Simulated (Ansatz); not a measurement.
# KHf3O2: a trial structure relaxed

The task: take a trial cell of KHf3O2 to zero force and stress.

Computed with Ansatz 0.2.0 (DFT PBE, scalar-relativistic, plane waves, PAW, unless a step's input says otherwise).

**1. The system as given**

Symmetry: P-3m1, No. 164, trigonal system. The conventional cell has a = 4.184 Å, b = 4.184 Å, c = 8.830 Å, α = 90.00°, β = 90.00°, γ = 120.00°. Around K (site symmetry -3m) lie 2 Hf at 2.36 Å and 6 O at 2.68 Å. Hf (site symmetry 3m) has 1 Hf at 2.05 Å and 1 K at 2.36 Å and 3 O at 2.70 Å in its first shell of neighbours. Hf (site symmetry -3m) has 2 Hf at 2.05 Å in its first shell of neighbours. O (site symmetry 3m) is surrounded by 3 K at 2.68 Å and 3 Hf at 2.70 Å.

As a file:

```cif
data_structure
_symmetry_space_group_name_H-M 'P 1'
_symmetry_Int_Tables_number 1
_cell_length_a 4.1844
_cell_length_b 4.1844
_cell_length_c 8.8297
_cell_angle_alpha 90.000
_cell_angle_beta 90.000
_cell_angle_gamma 120.000
_cell_volume 133.89
loop_
_atom_site_label
_atom_site_type_symbol
_atom_site_fract_x
_atom_site_fract_y
_atom_site_fract_z
_atom_site_occupancy
K1 K 0.00000 0.00000 0.00000 1
Hf1 Hf 0.00000 0.00000 0.26738 1
Hf2 Hf 0.00000 0.00000 0.73262 1
Hf3 Hf 0.00000 0.00000 0.50000 1
O1 O 0.33333 0.66667 0.86807 1
O2 O 0.66667 0.33333 0.13193 1
```

The cell is invented: random cell by space group and Wyckoff sites (P-3m1, No. 164). The dimensions are guesses.

**2. The guess as it stands, on a coarse mesh**

input.yaml reads:

```yaml
crystal:
  lattice:
    - [4.18440554, 0.0, 0.0]
    - [-2.09220277, 3.6238015, 0.0]
    - [0.0, 0.0, 8.82970186]
  atoms:
    - { symbol: K, position: [0.0, 0.0, 0.0] }
    - { symbol: Hf, position: [0.0, 0.0, 0.2673787] }
    - { symbol: Hf, position: [0.0, 0.0, 0.7326213] }
    - { symbol: Hf, position: [0.0, 0.0, 0.5] }
    - { symbol: O, position: [0.33333333, 0.66666667, 0.86807477] }
    - { symbol: O, position: [0.66666667, 0.33333333, 0.13192523] }
basis:
  ecutwfc: 420
kpoints:
  mp_grid: { grid: [6, 6, 2] }
hamiltonian:
  xc: pbe
scf:
  occupations: { method: gaussian, width: 0.1 }
  lower_state_search: "off"
output:
  forces: true
  stress: true
  eigenvalues: true
```

Run with:

```console
> ansatz run input.yaml --threads 1 --pin off --max-ram 2560MiB --backend cpu --events-out ev --progress --plain --runs-dir out
```

The session goes on with these runs: coarse relaxation; final relaxation.

Q: Predict the outcome of this session. Wanted: conventional cell; volume; energy over the elements; gap on the mesh.

As calculated:

| quantity | value |
| --- | --- |
| symmetry at the end (tolerance 0.05 Å) | space group P-3m1 (No. 164) |
| conventional cell | a = 3.189 Å, b = 3.189 Å, c = 12.095 Å, α = 90.00°, β = 90.00°, γ = 120.00° |
| volume | 17.76 Å³/atom |
| energy over the elements (uncorrected; H, N, O, F and Cl as molecules) | -1.23 eV/atom |
| gap on the mesh | none (metal) |

The space group P-3m1 (No. 164) is kept, and the volume per atom shrinks by 20.4 % from the first guess. It lies below the elements, which doesn't yet make it stable: competing phases were not computed in this session. No finished test with a distortion of lower symmetry is shown, so the end may be a saddle point. The runs treat Hf without spin-orbit coupling. The final runs have no spin polarisation, so a magnetic state may lie lower.
